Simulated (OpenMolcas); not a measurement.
# BHOF2 (SMILES OB(F)F): CCSD(T)/aug-cc-pVDZ (Cholesky decomposition)

What is the energy change on altering one bond length of BHOF2 at CCSD(T)/aug-cc-pVDZ (Cholesky decomposition)? 

Program for the calculation: OpenMolcas 26.06.

## (1) The system as given

BHOF2: 5 atoms, total charge 0, spin state singlet. SMILES: `OB(F)F`. Geometry: relaxed at PBE0-D4/def2-TZVP.

Bond lengths: O1–B2 1.345 Å, B2–F3 1.317 Å, B2–F4 1.327 Å, O1–H5 0.960 Å. Angles: O1–B2–F3 119.5°, O1–B2–F4 122.2°, F3–B2–F4 118.3°, B2–O1–H5 113.5°.

## (2) The energy at CCSD(T)/aug-cc-pVDZ (Cholesky decomposition)

File mol.xyz:

```xyz
5

O      0.038630     1.000750     0.174310
B      0.105760    -0.342460     0.137210
F      0.731030    -0.986880     1.100700
F     -0.439530    -1.051930    -0.843330
H     -0.435890     1.380520    -0.568880
```

File job.input:

```
&GATEWAY
BasLib
$CurrDir
Coord
mol.xyz
Basis
aug-cc-pVDZ
Group
NoSym
&SEWARD
High
&SCF
PrOrbitals
1 1
&CHCC
Frozen
4
&CHT3
Frozen
4
```

The basis set aug-cc-pVDZ is read from a file made from the Basis Set Exchange's data (not shown).

The run is started by

```
$ export MOLCAS_MEM=1860
$ pymolcas job.input > job.log
```

The program printed:

```text
--- Start Module: gateway ---
[...]
--- Stop Module: gateway /rc=_RC_ALL_IS_WELL_ ---
[...]
      Basis functions          101
[...]
       Convergence after  11 Iterations
[...]
::    Total SCF energy                               -299.2298233387
[...]
      Total spin, S                                     0.0000000000
[...]
      Total electronic charge=   32.000000
      Total            charge=   -0.000000
[...]
      Dipole Moment (debye):
      Origin of the operator (angstrom)=    0.1042   -0.3803    0.1305
                   X= -8.8912E-01               Y=  1.2996E+00               Z= -1.3276E+00           Total=  2.0596E+00
      Quadrupole Moment (debye*angstrom):
[...]
--- Start Module: chcc ---
[...]
--- Stop Module: chcc /rc=_RC_ALL_IS_WELL_ ---
[...]
--- Start Module: cht3 ---
[...]
--- Stop Module: cht3 /rc=_RC_ALL_IS_WELL_ ---
[...]
```

It took 3.2 min on 1 thread of Arm Neoverse V1, shared host; peak memory 0.19 GiB.

## (3) The distorted shape

File mol.xyz:

```xyz
5

O     -0.023884     1.065179     0.077980
B      0.043246    -0.278031     0.040880
F      0.731030    -0.986880     1.100700
F     -0.502044    -0.987501    -0.939660
H     -0.498404     1.444949    -0.665210
```

File job.inp:

```
&GATEWAY
BASLIB = $CurrDir
COORD = mol.xyz
BASIS = aug-cc-pVDZ
GROUP = NoSym
&SEWARD
HIGH
&SCF
PRORBITALS = 1 1
&CHCC
FROZEN = 4
&CHT3
FROZEN = 4
```

The basis set aug-cc-pVDZ is read from a file made from the Basis Set Exchange's data (not shown).

The run is started by

```
$ export MOLCAS_MEM=1860
$ pymolcas job.inp > job.log
```

The program printed:

```text
--- Start Module: gateway ---
[...]
--- Stop Module: gateway /rc=_RC_ALL_IS_WELL_ ---
[...]
      Basis functions          101
[...]
       Convergence after  11 Iterations
[...]
::    Total SCF energy                               -299.2181782543
[...]
      Total spin, S                                     0.0000000000
[...]
      Total electronic charge=   32.000000
      Total            charge=   -0.000000
[...]
      Dipole Moment (debye):
      Origin of the operator (angstrom)=    0.0597   -0.3345    0.0619
                   X= -1.1988E+00               Y=  1.6439E+00               Z= -1.8021E+00           Total=  2.7179E+00
      Quadrupole Moment (debye*angstrom):
[...]
--- Start Module: chcc ---
[...]
--- Stop Module: chcc /rc=_RC_ALL_IS_WELL_ ---
[...]
--- Start Module: cht3 ---
[...]
--- Stop Module: cht3 /rc=_RC_ALL_IS_WELL_ ---
[...]
```

It took 4.5 min on 1 thread of Arm Neoverse V1, shared host; peak memory 0.19 GiB.

## (4) Results

At CCSD(T)/aug-cc-pVDZ (Cholesky decomposition), 4 core orbitals frozen:

| quantity | value |
| --- | --- |
| first shape: total energy | -299.93680 Eh |
| first shape: dipole moment (mean-field density) | 2.06 D |
| first shape: HOMO energy (Hartree–Fock orbitals) | -15.36 eV |
| first shape: LUMO energy (Hartree–Fock orbitals) | 0.89 eV |
| first shape: HOMO–LUMO gap (Hartree–Fock orbitals) | 16.24 eV |
| first shape: correlation energy (4 core orbitals frozen) | -707.0 mEh |
| first shape: (T) correction | -17.05 mEh |
| distorted shape: total energy | -299.93122 Eh |
| distorted shape: dipole moment (mean-field density) | 2.72 D |
| distorted shape: HOMO energy (Hartree–Fock orbitals) | -15.62 eV |
| distorted shape: LUMO energy (Hartree–Fock orbitals) | 0.80 eV |
| distorted shape: HOMO–LUMO gap (Hartree–Fock orbitals) | 16.43 eV |
| distorted shape: correlation energy (4 core orbitals frozen) | -713.0 mEh |
| distorted shape: (T) correction | -17.81 mEh |
| energy change with the B2–F3 bond stretched from 1.317 to 1.449 Å | 0.152 eV |

In words: With the B2–F3 bond stretched from 1.317 to 1.449 Å the energy rises by 0.15 eV (3.5 kcal/mol). The first shape isn't relaxed at this level, so the change isn't measured from a minimum. Mulliken charges (first shape) of the mean-field density run from -0.58 on F3 to +1.37 on B2; in a basis this large or diffuse they mean little. The triples (first shape) make up 2.4 % of the correlation energy. Mulliken charges (distorted shape) of the mean-field density run from -0.66 on F3 to +1.44 on B2; in a basis this large or diffuse they mean little. The triples (distorted shape) make up 2.5 % of the correlation energy.
